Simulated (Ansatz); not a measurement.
The system is CoCl2O2.

```
Co Cl O
1.0
     3.58087   -3.92695    0.00000
     3.58087    3.92695    0.00000
    -0.42040    0.00000    3.45761
Co Cl O
1 2 2
Direct
  0.00000 0.00000 0.00000
  0.76552 0.76552 0.42794
  0.23448 0.23448 0.57206
  0.79184 0.20816 0.00000
  0.20816 0.79184 0.00000
```

The cell comes from a database or a generator and needn't be the stable form of this composition.

- Program: Ansatz 0.2.0
- Task: relaxation of cell and atoms
- Functional: LDA
- Potentials or basis: Ansatz PAW
- Cutoff: 420 eV (not typed: the program's choice for these potentials)
- k mesh: 5 × 5 × 8
- Occupations: fermi-dirac, width 0.05 eV
- Spin: collinear spin, ferromagnetic start
- Starting moments: [2.0, 0.0, 0.0, 0.0, 0.0] μB
- Hubbard terms: Co d U = 4 eV

At the start: volume 19.45 Å³/atom.

Task: Where does the relaxation end?

Result: It ends after 20 steps and the volume is 13.04 Å³/atom (-32.9 %); space group C2/m (No. 12, to 0.05 Å); moment 1.61 μB per cell.

The path:
| step | energy change (eV) | largest force (eV/Å) | volume (Å³) |
| --- | --- | --- | --- |
| 1 | 0.0000 | 0.7198 | 97.24 |
| 2 | -0.2380 | 0.2760 | 85.02 |
| 3 | -0.3550 | 0.8817 | 75.46 |
| 4 | -0.4377 | 1.5121 | 68.41 |
| 5 | -0.5893 | 1.2475 | 64.30 |
| 6 | -0.6885 | 0.1532 | 66.87 |
| 7 | -0.7030 | 0.1301 | 66.52 |
| 8 | -0.7193 | 0.1084 | 64.12 |
| 9 | -0.7355 | 0.0842 | 66.04 |
| 10 | -0.7402 | 0.0413 | 65.95 |
| 11 | -0.7407 | 0.0399 | 65.92 |
| 12 | -0.7409 | 0.0030 | 65.96 |
| 13 | -0.7202 | 0.0075 | 65.96 |
| 14 | -0.7229 | 0.0079 | 65.50 |
| 15 | -0.7237 | 0.0030 | 65.32 |
| 16 | -0.7215 | 0.0032 | 65.32 |
| 17 | -0.7219 | 0.0034 | 65.24 |
| 18 | -0.7219 | 0.0007 | 65.22 |
| 19 | -0.7215 | 0.0008 | 65.22 |
| 20 | -0.7215 | 0.0008 | 65.22 |

Final structure:
```
Co Cl O
1.0
     3.27014   -2.98196   -0.13092
     3.27014    2.98196   -0.13092
    -0.51033    0.00000    3.36472
Co Cl O
1 2 2
Direct
  0.00000 0.00000 0.00000
  0.74965 0.74965 0.41945
  0.25035 0.25035 0.58055
  0.71730 0.28270 0.00000
  0.28270 0.71730 0.00000
```

Caveat: the magnetic or orbital state may not be the lowest; the volume moved by over 15 % at a fixed basis, so the end points are rough; the plane-wave basis is chosen anew once the cell has moved, so the energies of steps on either side of that aren't comparable; the pressure holds a Pulay correction of +0.6 GPa for the finite cutoff; a cell with one magnetic atom can't hold antiferromagnetic order, which such compounds often take; the PAW data sets come from PBE, with cores solved anew for the run's functional, which leaves a small shift of forces and pressure.
